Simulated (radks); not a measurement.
# The Coulomb parameter U of the 4f shell of Pr²⁺

Aim: U as the second difference [E(n + 0.25) + E(n − 0.25) − 2E(n)]/0.25², with all orbitals relaxed. Bare: the atom's charge changes with n. Screened: the 6s shell takes up the change. The start is a model configuration, not necessarily the ground state.

Method: scalar-relativistic Kohn-Sham, r2SCAN, spin-unpolarised, spherical densities, finite nucleus. Code: radks (a radial shooting solver on a logarithmic mesh, Libxc functionals) version 1.

## (1) The system

- element: praseodymium (Z = 59)
- charge: +2
- electrons: 57
- configuration: [Xe] 4f2 6s1
- nuclear rms radius: 4.8919 fm

Outer shells as boxes (Hund's rule):

Pr²⁺
```
[Xe] core
4f [↑ ][↑ ][  ][  ][  ][  ][  ]
6s [↑ ]
```

## (2) Start: [Xe] 4f2 6s1

Settings of this run:

```text
Z 59
configuration [Xe] 4f2 6s1
relativity scalar-relativistic
functional r2scan,r2scan
spin unpolarised
nucleus finite rms 4.8919 fm
c 137.035999084
```

## (3) Bare +0.25: [Xe] 4f2.25 6s1

Input: that of step 2 with these lines changed.

```diff
@@ -1,3 +1,3 @@
 Z 59
-configuration [Xe] 4f2 6s1
+configuration [Xe] 4f2.25 6s1
 relativity scalar-relativistic
```

## (4) Bare -0.25: [Xe] 4f1.75 6s1

Input: that of step 3 with these lines changed.

```diff
@@ -1,3 +1,3 @@
 Z 59
-configuration [Xe] 4f2.25 6s1
+configuration [Xe] 4f1.75 6s1
 relativity scalar-relativistic
```

## (5) Screened +0.25: [Xe] 4f2.25 6s0.75

Input: that of step 4 with these lines changed.

```diff
@@ -1,3 +1,3 @@
 Z 59
-configuration [Xe] 4f1.75 6s1
+configuration [Xe] 4f2.25 6s0.75
 relativity scalar-relativistic
```

## (6) Screened -0.25: [Xe] 4f1.75 6s1.25

Input: that of step 5 with these lines changed.

```diff
@@ -1,3 +1,3 @@
 Z 59
-configuration [Xe] 4f2.25 6s0.75
+configuration [Xe] 4f1.75 6s1.25
 relativity scalar-relativistic
```

**Question.** What will these runs give?

As calculated:

```csv
quantity,value (eV)
"U, bare",16.445
"U, screened by 6s",6.618
"F0(4f,4f), frozen orbitals",24.778
```

What this shows: Relaxing the orbitals brings U down to 66 % of the Slater integral F0. Letting 6s compensate leaves 40 % of the bare value; this second difference measures U(4f,4f) + U(6s,6s) − 2U(4f,6s). A solid screens further than the bare atom, so the bare value is an upper guide for the U of a crystal.
